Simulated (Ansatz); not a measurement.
# CH4AlN: the cost of one run

Computed with Ansatz 0.2.0, Gaussian basis. Level: PBE0-D4/def2-TZVP structures, single points in def2-TZVPP, no counterpoise correction.

Levels: SPW92, PBE-D4, BLYP-D4, r2SCAN-D4, B97M-V, PBE0-D4, B3LYP-D4, r2SCAN0-D4, BHLYP-D4, CAM-B3LYP-D4, wB97X-V, wB97M-V, B2PLYP, PBE-QIDH, RPA on PBE, Hartree-Fock, MP2, CCSD, CCSD(T).

Correlated methods freeze the cores. B3LYP uses VWN-RPA correlation. B2PLYP carries no dispersion term here.

56 further runs of the same task are left out: 56 set aside as unsound or not needed.

### 1 The system as given

The complex: 12 atoms, charge 0, spin multiplicity 1.

Atoms are counted from 1 here; the program's logs count them from 0.

Bond lengths: Al1–N3 1.642 Å, Al1–C5 1.938 Å, Si2–H4 1.507 Å, Si2–H6 1.481 Å, Si2–H7 1.482 Å, Si2–H8 1.482 Å, N3–H9 1.002 Å, C5–H10 1.092 Å, C5–H11 1.092 Å, C5–H12 1.092 Å. Angles: N3–Al1–C5 156.7°, H4–Si2–H6 107.6°, H4–Si2–H7 108.2°, H4–Si2–H8 108.2°, H6–Si2–H7 111.1°, H6–Si2–H8 111.1°, H7–Si2–H8 110.5°, Al1–N3–H9 145.4°, Al1–C5–H10 109.6°, Al1–C5–H11 111.4°, Al1–C5–H12 111.3°, H10–C5–H11 108.1°, H10–C5–H12 108.1°, H11–C5–H12 108.2°.

Geometry (Å):

| atom | x (Å) | y (Å) | z (Å) |
| --- | --- | --- | --- |
| Al1 | -1.2696 | 0.3559 | -0.6810 |
| Si2 | 1.5471 | -1.3459 | 0.4788 |
| N3 | -2.4025 | -0.3216 | -1.6581 |
| H4 | 0.2683 | -1.2004 | -0.3052 |
| C5 | -0.4375 | 1.7456 | 0.3833 |
| H6 | 2.0429 | -2.7265 | 0.2734 |
| H7 | 2.5178 | -0.3483 | -0.0307 |
| H8 | 1.2444 | -1.0940 | 1.9076 |
| H9 | -2.6777 | -1.1498 | -2.1508 |
| H10 | -1.0449 | 2.6526 | 0.3408 |
| H11 | 0.5610 | 1.9877 | 0.0122 |
| H12 | -0.3492 | 1.4447 | 1.4298 |

Its parts: CH4AlN holds atoms 1, 3, 5, 9, 10, 11, 12; SiH4 holds atoms 2, 4, 6, 7, 8. Each part counts its atoms afresh in its own runs.

### 2 Relaxing CH4AlN alone

relax-a/in.yaml

```yaml
crystal:
  periodic: [false, false, false]
  atoms:
    - {symbol: Al, position_ang: [-1.269614, 0.355920, -0.681016]}
    - {symbol: N, position_ang: [-2.402508, -0.321588, -1.658101]}
    - {symbol: C, position_ang: [-0.437506, 1.745563, 0.383273]}
    - {symbol: H, position_ang: [-2.677744, -1.149765, -2.150849]}
    - {symbol: H, position_ang: [-1.044907, 2.652624, 0.340821]}
    - {symbol: H, position_ang: [0.560961, 1.987680, 0.012153]}
    - {symbol: H, position_ang: [-0.349232, 1.444737, 1.429769]}
basis:
  gaussian: {orbitals: def2-TZVP}
hamiltonian: {xc: pbe0, dispersion: d4}
relax: {f_tol: 0.005, max_steps: 200}
```

On the command line:

```bash
$ ansatz run in.yaml --threads 4 --pin off --events-out ev --progress --plain --max-ram 9574MiB
```

**Question.** How long does this run take on 4 threads of Intel Xeon at 2.50GHz, shared host?

About 37 s.
